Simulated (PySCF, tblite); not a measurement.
# C7H9GaS: geometry, infrared bands and NMR shifts

Wanted: the infrared bands and NMR shifts of C7H9GaS (`CC#[C][Ga]1[CH2]C=CS[CH2]1`), by calculation.

The runs use tblite 0.8.0 and PySCF 2.14.0, with density-fitted response routines of our own; the level of theory stands in each step. All values are computed, except where a source is named. Atoms are numbered from 0 throughout.

## 1. The molecule as given

18 atoms, charge 0, multiplicity 1; geometry from: force field or distance geometry start.

Bonds of the start (Å): C0–C1 1.46, C1–C2 1.22, C2–Ga3 2.02, Ga3–C4 2.07, C4–C5 1.47, C5–C6 1.34, C6–S7 1.78, S7–C8 1.78, C8–Ga3 2.17, C0–H9 1.12, C0–H10 1.11, C0–H11 1.11, C4–H12 1.11, C4–H13 1.10, C5–H14 1.09, C6–H15 1.09, C8–H16 1.11, C8–H17 1.09.

## 2. Optimising the geometry with GFN2-xTB

Job settings and geometry (Å):

```
{"job": {"kind": "relax", "xc": "GFN2-xTB", "basis": "xTB"}, "charge": 0, "multiplicity": 1}
C      0.988700    -3.532900    -0.516300
C      1.052700    -2.079300    -0.360000
C      1.150400    -0.877000    -0.199500
Ga     1.305900     1.125500     0.052100
C      0.082700     2.164000    -1.261900
C     -0.969300     1.164300    -1.509500
C     -1.840700     0.770200    -0.577400
S     -1.701200     1.510700     1.034500
C     -0.041400     1.639900     1.673800
H      0.531000    -3.795000    -1.506600
H      2.038700    -3.890400    -0.585300
H      0.410800    -3.986700     0.310900
H      0.623700     2.465700    -2.182000
H     -0.339000     3.090100    -0.847400
H     -1.078200     0.695100    -2.490100
H     -2.600800     0.019700    -0.800200
H      0.128700     0.886700     2.472000
H      0.248600     2.635800     2.016600
```

Command:

```console
OMP_NUM_THREADS=1 python probes_run.py task.json out
```

One launch serves the whole session: the jobs run in the order shown.

**Question.** This job is followed by: GFN2-xTB harmonic vibrations, gas phase; GIAO PBE0/pcSseg-1 NMR shielding, non-relativistic, gas phase. What will the session give for the following? strongest single infrared mode (GFN2-xTB); zero-point energy (GFN2-xTB); ¹³C shifts against TMS (PBE0/pcSseg-1); ¹H shifts against TMS (PBE0/pcSseg-1, means over atoms taken as alike); ³³S shifts against CS2 (PBE0/pcSseg-1); shieldings of Ga (PBE0/pcSseg-1); surface potential, 1st and 99th percentile.

The runs gave:

```
                                                              quantity                                           value
                             strongest single infrared mode (GFN2-xTB)                           2245 cm⁻¹, 227 km/mol
                                          zero-point energy (GFN2-xTB)                                   80.8 kcal/mol
                                ¹³C shifts against TMS (PBE0/pcSseg-1)  139.6, 134.3, 117.6, 92.4, 26.3, 19.2, 6.3 ppm
¹H shifts against TMS (PBE0/pcSseg-1, means over atoms taken as alike)                6.57, 6.55, 2.51, 2.12, 1.63 ppm
                                ³³S shifts against CS2 (PBE0/pcSseg-1)                                          -6 ppm
                                      shieldings of Ga (PBE0/pcSseg-1)                                  Ga3 1264.1 ppm
                                 surface potential, 1st and 99th percentile                              -1.09 V and 2.28 V
```

What this shows: Over 177 steps the energy fell by 1.018 eV; of the close pairs, Ga3–C8 changed most, 2.170 to 2.065 Å. The lowest mode is slightly imaginary (17i cm⁻¹), a soft motion within the noise of the Hessian, so the minimum is not strictly shown. The strongest single mode, at 2245 cm⁻¹, moves mainly C1 and C2. GFN2-xTB is a fitted tight-binding method: band positions and strengths are rough. Its intensities can rank the bands wrongly. At PBE0/pcSseg-1: The largest span, 309 ppm, is at S7, where the paramagnetic term is -545 ppm. At PBE0/pcSseg-1, counted by nearest atom on the grid, the HOMO lies on S7 61 %; C5 10 %, the LUMO on Ga3 51 %; C1, C2 about 10 % each. Spin-orbit coupling is left out, which matters for shieldings and couplings at and beside the heavy atoms.
